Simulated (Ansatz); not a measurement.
LaPt3, space group Pm-3m, an equation of state with a fit

Program: Ansatz's Python interface.

Run as a notebook:

In [1]:
```python
import ansatz as az
from ase.eos import EquationOfState
from ase.units import GPa
import numpy as np
```

In [2]:
```python
SIGMA = 0.15
XC = "lda"
CUTOFF_EV = 500
KMESH = (6, 6, 6)
```

In [3]:
```python
vectors0 = np.array([
    [4.0745, 0.0, 0.0],
    [0.0, 4.0745, 0.0],
    [0.0, 0.0, 4.0745],
])
sites = [
    ("La", (0.0, 0.0, 0.0)),
    ("Pt", (0.0, 0.5, 0.5)),
    ("Pt", (0.5, 0.0, 0.5)),
    ("Pt", (0.5, 0.5, 0.0)),
]
```

In [4]:
```python
def build(cell):
    crystal = az.Crystal(lattice=az.Lattice.of(cell))
    for symbol, position in sites:
        crystal = crystal.atom(symbol, position)
    return crystal
```

In [5]:
```python
volumes, energies, pressures = [], [], []
for scale in np.linspace(0.95, 1.07, 5):
    cell = vectors0 * scale ** (1 / 3)
    job = build(cell).calculation()
    job = job.occupations(az.OccupationsMethod.FERMI_DIRAC, width=SIGMA)
    job = job.pseudopotentials("paw").functional(XC)
    job = job.basis(CUTOFF_EV)
    job = job.kpoints(*KMESH)
    job = job.stress()
    r = job.run(threads=1).report
    volumes.append(abs(np.linalg.det(cell)) / len(sites))
    energies.append(r["free_energy_ev"] / len(sites))
    pressures.append(np.trace(r["stress_gpa"]) / 3)
    print(f"V = {volumes[-1]:8.4f} A^3/atom  F = {energies[-1]:.5f} eV/atom  P = {pressures[-1]:8.3f} GPa")
```
```text
V =  16.0652 A^3/atom  F = -10703.51846 eV/atom  P =   22.978 GPa
V =  16.5725 A^3/atom  F = -10703.57740 eV/atom  P =   14.492 GPa
V =  17.0799 A^3/atom  F = -10703.61167 eV/atom  P =    7.362 GPa
V =  17.5872 A^3/atom  F = -10703.62523 eV/atom  P =    1.370 GPa
V =  18.0945 A^3/atom  F = -10703.62136 eV/atom  P =   -3.665 GPa
```

In [6]:
```python
eos = EquationOfState(volumes, energies, eos="sj")
v0, e0, bulk = eos.fit()
print(f"V0 = {v0:.4f} A^3/atom, E0 = {e0:.5f} eV/atom, B = {bulk / GPa:.1f} GPa")
eos.plot("eos.png")
```
```text
V0 = 17.7167 A^3/atom, E0 = -10703.62577 eV/atom, B = 183.1 GPa
```
Out [6]:
```text
<Axes: title={'center': 'sj: E: -10703.626 eV, V: 17.717 Å$^3$, B: 183.090 GPa'}, xlabel='volume [Å$^3$]', ylabel='energy [eV]'>
```

A third-order Birch-Murnaghan fit through the 5 points (the script's own form differs a little) has its minimum at 17.72 Å³ an atom, 4.8 % above the typed cell, with a bulk modulus of 183 GPa and dB/dP = 5.1. From that minimum the energy rises by 107.3 meV an atom on the compressed side and 4.4 meV on the expanded side. The window is off centre, so dB/dP is rough.

What to keep in mind:
- Total energies depend on the potentials; only differences at equal settings carry meaning.
- No spin polarisation was allowed.
- For a metal this k-point mesh is coarse: on a finer one energies can move by several to tens of meV an atom and pressures by half a GPa or more, differences at one mesh by less.
- The smearing is wide enough that free energy and stress hold a thermal part of the electrons.
- Pressure is positive in compression.
- Spin-orbit coupling, which matters for elements this heavy, is left out.
- The structure is a deposited one; some such entries were measured under pressure or heat, so a shift against it needn't be the functional's error alone.
- The whole script took 19 s on 1 thread of Arm Neoverse V1 (shared host), peak memory 0.46 GiB.
